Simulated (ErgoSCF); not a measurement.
# One shape, several levels: [GeH3]− (SMILES [GeH3-])

Aim: a comparison of 3 runs (HF/STO-3G, HF/def2-SVP, PBE0/def2-SVP) of [GeH3]−. 

Program for the calculation: ErgoSCF 3.8.

2 further runs of the same task are left out: 1 that didn't finish, 1 set aside as unsound or not needed.

### Step 1. Starting point

[GeH3]− has 4 atoms, charge -1, and is taken as a singlet. As SMILES, `[GeH3-]`. The shape comes from GFN2-xTB, which is rough for such elements, and wasn't checked as a minimum.

Bond lengths: Ge1–H2 1.750 Å, Ge1–H3 1.752 Å, Ge1–H4 1.758 Å. Angles: H2–Ge1–H3 89.2°, H2–Ge1–H4 89.5°, H3–Ge1–H4 89.4°.

### Step 2. A single-point energy at HF/STO-3G (run 1)

The input, molecule.xyz:

```xyz
4
GeH3
Ge     0.468920    -0.274960    -0.542070
H      0.935040     0.154290     1.089240
H     -0.940860    -1.090590     0.102250
H     -0.463100     1.211260    -0.649430
```

The input, ergo.in:

```
set_nthreads(1)
charge = -1
basis = "STO-3G"
scf.max_number_of_iterations = 120
scf.use_diagonalization = 1
scf.output_mulliken_pop = 1
tmpdir = "."
molecule "molecule.xyz"
run "HF"
```

The basis set STO-3G is read from a file made from the Basis Set Exchange's data (not shown).

Launch:

```bash
$ ergo ergo.in
```

The log of the run:

```text
[...]
INSC SCF_general constructor, number of basis functions: 21
[...]
INSC Energy   1 =      -2016.46312797299
[...]
INDE E_LUMO =          0.68245945885
[...]
INSC Energy  11 =      -2053.23666034941  ( diff     -0.000000000006366 )
[...]
RESC CONVERGED after  11 iterations.
RESC FINAL ENERGY:      -2053.23666034941
[...]
INSC SCF: dipole_moment_x [atomic units] =      -0.42674555
INSC SCF: dipole_moment_y [atomic units] =       0.24850346
INSC SCF: dipole_moment_z [atomic units] =       0.49973864
[...]
```

Run time: 1.9 s. Hardware: 1 thread of Arm Neoverse N1, shared host; peak memory 0.26 GiB.

### Step 3. The energy at HF/def2-SVP (run 2)

The input, ergo.in:

```
set_nthreads(1)
scf.output_mulliken_pop = 1
tmpdir = "."
scf.use_diagonalization = 1
basis = "def2-SVP"
charge = -1
scf.max_number_of_iterations = 120
molecule_inline
Ge 0.88613037 -0.51959910 -1.02436384
H  1.76696952 0.29156584 2.05836528
H  -1.77796772 -2.06091641 0.19322450
H  -0.87513217 2.28894967 -1.22724484
EOF
run "HF"
```

The basis set def2-SVP is read from a file made from the Basis Set Exchange's data (not shown).

Launch:

```bash
$ ergo < ergo.in
```

The log of the run:

```text
[...]
INSC SCF_general constructor, number of basis functions: 47
[...]
INSC Energy   1 =      -1145.78538398726
[...]
INDE E_LUMO =          0.34379835537
[...]
INSC Energy  16 =      -2076.79995414461  ( diff     -0.000000000018190 )
[...]
RESC CONVERGED after  16 iterations.
RESC FINAL ENERGY:      -2076.79995414461
[...]
INSC SCF: dipole_moment_x [atomic units] =      -0.37098670
INSC SCF: dipole_moment_y [atomic units] =       0.21408553
INSC SCF: dipole_moment_z [atomic units] =       0.43836669
[...]
```

Wall time 12 s (1 thread of Arm Neoverse N1, shared host); peak memory 0.26 GiB.

### Step 4. A single-point energy at PBE0/def2-SVP (run 3)

The input, run.inp:

```
# single point, GeH3
set_nthreads("env")
molecule_inline Angstrom
Ge 0.468920 -0.274960 -0.542070
H  0.935040 0.154290 1.089240
H  -0.940860 -1.090590 0.102250
H  -0.463100 1.211260 -0.649430
EOF
XC.radint = 1e-11
scf.use_diagonalization = 1
charge = -1
tmpdir = "."
scf.max_number_of_iterations = 120
XC.sparse_mode = 0
XC.angint = 41
scf.output_mulliken_pop = 1
basis = "def2-SVP"
run "PBE0"
```

The basis set def2-SVP is read from a file made from the Basis Set Exchange's data (not shown).

Launch:

```bash
$ ergo run.inp
```

The log of the run:

```text
[...]
INDF Weighted mixed functional:
[...]
INSC Energy   1 =      -1156.44708441944
[...]
INDE E_LUMO =          0.23783227088
[...]
INSC Energy  15 =      -2078.25323016249  ( diff     -0.000000000070486 )
[...]
RESC CONVERGED after  15 iterations.
RESC FINAL ENERGY:      -2078.25323016249
[...]
INSC SCF: dipole_moment_x [atomic units] =      -0.42916310
INSC SCF: dipole_moment_y [atomic units] =       0.24865434
INSC SCF: dipole_moment_z [atomic units] =       0.50424098
[...]
```

Wall time 14 s (1 thread of Arm Neoverse N1, shared host); peak memory 0.26 GiB.

### Step 5. Overview of the runs

| run | level | integration grid | radint | energy (Eh) | wall time |
| --- | --- | --- | --- | --- | --- |
| 1 | HF/STO-3G | – | – | -2053.236660 | 1.9 s |
| 2 | HF/def2-SVP | – | – | -2076.799954 | 12 s |
| 3 | PBE0/def2-SVP | Turbo | 1e-11 | -2078.253230 | 14 s |

### Step 6. What came out

| quantity | value |
| --- | --- |
| run 3: total energy | -2078.25323 Eh |

In words: In run 1 the basis is minimal, so the values are rough. All runs together took 29 s, the longest 14 s.
